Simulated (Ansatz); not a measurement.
# BClGeH₄: one species, many methods

The task here is to estimate one member of a computed series from the others.

Program: Ansatz 0.2.0, Gaussian basis. Level of theory: functionals in def2-TZVPP, the program's frozen cores in correlated methods. These are calculated values, not measurements.

The runs, in order: LDA (SPW92), PBE-D4, revPBE-D4, BLYP-D4, r2SCAN-D4, B97M-V, PBE0-D4, B3LYP-D4, r2SCANh-D4, r2SCAN0-D4, HSE06-D4, BHLYP-D4, CAM-B3LYP-D4, LC-ωPBE, ωB97X-V, ωB97M-V, B2PLYP, PBE-QIDH; CCSD(T)/def2-SVP; CCSD(T)/def2-TZVPP; MP2/def2-QZVPP; extrapolation to the limit; RPA on PBE.

**Structure used throughout**

An earlier PBE0-D4 in a triple-zeta def2 set relaxation fixed the geometry.

SMILES `Cl[BH][GeH3]`, 7 atoms, charge 0, spin multiplicity 1.

Atoms are counted from 1 here; the program's logs count them from 0.

Bond lengths: Cl1–B2 1.738 Å, B2–Ge3 2.066 Å, B2–H4 1.193 Å, Ge3–H5 1.539 Å, Ge3–H6 1.539 Å, Ge3–H7 1.537 Å. Angles: Cl1–B2–Ge3 119.4°, Cl1–B2–H4 116.1°, Ge3–B2–H4 124.5°, B2–Ge3–H5 109.7°, B2–Ge3–H6 109.9°, B2–Ge3–H7 112.6°, H5–Ge3–H6 107.5°, H5–Ge3–H7 108.4°, H6–Ge3–H7 108.5°.

The first run:

The input, in.yaml:

```yaml
crystal:
  periodic: [false, false, false]
  atoms:
    - {symbol: Cl, position_ang: [-1.975996, -1.523879, 0.066785]}
    - {symbol: B, position_ang: [-0.280894, -1.157897, 0.180494]}
    - {symbol: Ge, position_ang: [0.359580, 0.783236, -0.117538]}
    - {symbol: H, position_ang: [0.439379, -2.075382, 0.430030]}
    - {symbol: H, position_ang: [-0.027975, 1.246978, -1.533255]}
    - {symbol: H, position_ang: [-0.333760, 1.723964, 0.884039]}
    - {symbol: H, position_ang: [1.880967, 0.934979, 0.043845]}
basis:
  gaussian: {orbitals: def2-TZVPP}
hamiltonian: {xc: lda}
output: {orbitals: {seedname: orbitals}}
```

Among the steps run: LDA; PBE-D4 (GGA); revPBE-D4 (GGA); BLYP-D4 (GGA); r2SCAN-D4 (meta-GGA); B97M-V (meta-GGA); PBE0-D4 (hybrid); B3LYP-D4 (hybrid); r2SCANh-D4 (hybrid); r2SCAN0-D4 (hybrid); HSE06-D4 (hybrid); BHLYP-D4 (hybrid); CAM-B3LYP-D4 (range-separated); LC-ωPBE-D4 (range-separated; the results give it without D4); ωB97X-V (range-separated); ωB97M-V (range-separated); B2PLYP (double hybrid); PBE-QIDH (double hybrid).

One table of the session follows, with a row left open; its other results are not shown here.

It belongs to the step «Frontier levels by functional». 

| functional | HOMO (eV) | LUMO (eV) | gap (eV) |
| --- | --- | --- | --- |
| LDA (SPW92) | -6.81 | -3.42 | 3.39 |
| PBE-D4 | -6.72 | -3.20 | 3.53 |
| revPBE-D4 | -6.68 | -3.10 | 3.58 |
| BLYP-D4 | -6.61 | -3.02 | 3.59 |
| r2SCAN-D4 | -6.99 | -2.92 | 4.07 |
| B97M-V | -7.10 | -2.97 | 4.13 |
| PBE0-D4 | -7.95 | -2.25 | 5.69 |
| B3LYP-D4 | -7.75 | -2.44 | 5.31 |
| r2SCANh-D4 | -7.44 | -2.59 | 4.85 |
| r2SCAN0-D4 | -8.12 | -2.10 | 6.03 |
| HSE06-D4 | ? | ? | ? |
| BHLYP-D4 | -9.09 | -1.19 | 7.90 |
| CAM-B3LYP-D4 | -9.28 | -1.10 | 8.18 |
| LC-ωPBE | -10.62 | 0.04 | 10.66 |
| ωB97X-V | -10.27 | -0.05 | 10.23 |
| ωB97M-V | -10.09 | -0.24 | 9.86 |

Q: Estimate the row for HSE06-D4 from the others.

The run gave: HOMO (eV): -7.55; LUMO (eV): -2.64; gap (eV): 4.91. In the column «HOMO (eV)» it lies between B3LYP-D4 (-7.75) and r2SCANh-D4 (-7.44).
